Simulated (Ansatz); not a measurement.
A nudged elastic band was laid between two geometries of a periodic cell of 17 atoms, Si (host Si, host structure diamond, interstitial Si).

The calculation used Ansatz 0.2.0, DFT PBE-D3(BJ), scalar-relativistic, plane waves, PAW. Settings: PAW set soft_1, cutoff 420 eV, k mesh 2x2x2, gaussian smearing 0.05 eV, no spin polarisation.

```json
{
  "movable images": "7",
  "climbing image": "yes",
  "spring": "5.0 eV/Å²",
  "optimiser": "quadratic models (default)",
  "start path": "IDPP",
  "force threshold": "0.05 eV/Å",
  "iteration limit": "61",
  "end points": "relaxed"
}
```

Initial state:

```xyz
17
Lattice="0.0000 5.4300 5.4300 5.4300 0.0000 5.4300 5.4300 5.4300 0.0000" Properties=species:S:1:pos:R:3
Si -0.001 0.033 0.000
Si 1.361 1.354 1.361
Si 2.682 2.717 0.002
Si 4.048 4.098 1.383
Si 2.714 -0.001 2.714
Si 4.067 1.352 4.067
Si 5.429 2.715 2.749
Si 6.791 4.076 4.069
Si 0.002 2.717 2.682
Si 1.382 4.097 4.049
Si 2.719 5.434 2.720
Si 4.054 6.769 4.054
Si 2.748 2.714 5.430
Si 4.069 4.076 6.791
Si 5.432 5.397 5.432
Si 6.813 6.763 6.813
Si 5.434 8.149 5.435
```

Final state:

Only the atoms that move by more than 0.05 Å are listed.
```
Si17 4.076 6.787 6.793
```

Question: What changes between the two ends?

Answer: Contacts lost: Si10–Si17. Contacts made: Si5–Si17. The atom that moves furthest is Si17, by 2.35 Å.

Question: Give the energies along the band, and the barrier.

Answer: The forces met the threshold. The highest image is number 4 of 0 to 8, 0.30 eV above the ends, which have the same energy within 2 meV. By the program's own check the climbing image is a first-order saddle point (lowest curvatures found: -0.21 and 0.64 eV/Å²). Limits of this set-up: coarse k mesh.

| image | path coordinate (Å) | energy (eV) | Si10–Si17 (Å) | Si5–Si17 (Å) |
| --- | --- | --- | --- | --- |
| 0 | 0.00 | 0.00 | 2.39 | 4.69 |
| 1 | 0.41 | 0.06 | 2.43 | 4.37 |
| 2 | 0.82 | 0.23 | 2.50 | 4.02 |
| 3 | 1.22 | 0.29 | 2.73 | 3.61 |
| 4 | 1.63 | 0.30 | 3.15 | 3.20 |
| 5 | 2.05 | 0.29 | 3.57 | 2.77 |
| 6 | 2.47 | 0.24 | 3.99 | 2.52 |
| 7 | 2.88 | 0.06 | 4.36 | 2.43 |
| 8 | 3.30 | 0.00 | 4.70 | 2.39 |

Question: What is the geometry of the highest image?

Answer: 
```xyz
17
Lattice="0.0000 5.4300 5.4300 5.4300 0.0000 5.4300 5.4300 5.4300 0.0000" Properties=species:S:1:pos:R:3
Si -0.058 0.022 0.061
Si 1.343 1.420 1.298
Si 2.617 2.802 -0.083
Si 3.983 4.185 1.443
Si 2.917 0.202 2.517
Si 4.135 1.419 4.090
Si 5.513 2.801 2.814
Si 6.979 4.263 3.881
Si -0.062 2.652 2.698
Si 1.150 3.863 4.282
Si 2.518 5.234 2.915
Si 3.986 6.699 3.973
Si 2.737 2.655 5.492
Si 4.133 4.055 6.730
Si 5.516 5.326 5.346
Si 6.896 6.697 6.872
Si 4.765 7.478 6.102
```

The band took 6 iterations and of the order of 6 core-minutes.

The run took 6.4 min on 1 thread of Intel(R) Xeon(R) Platinum 8488C (Sapphire Rapids), with other jobs on the host, peak memory 0.98 GiB.
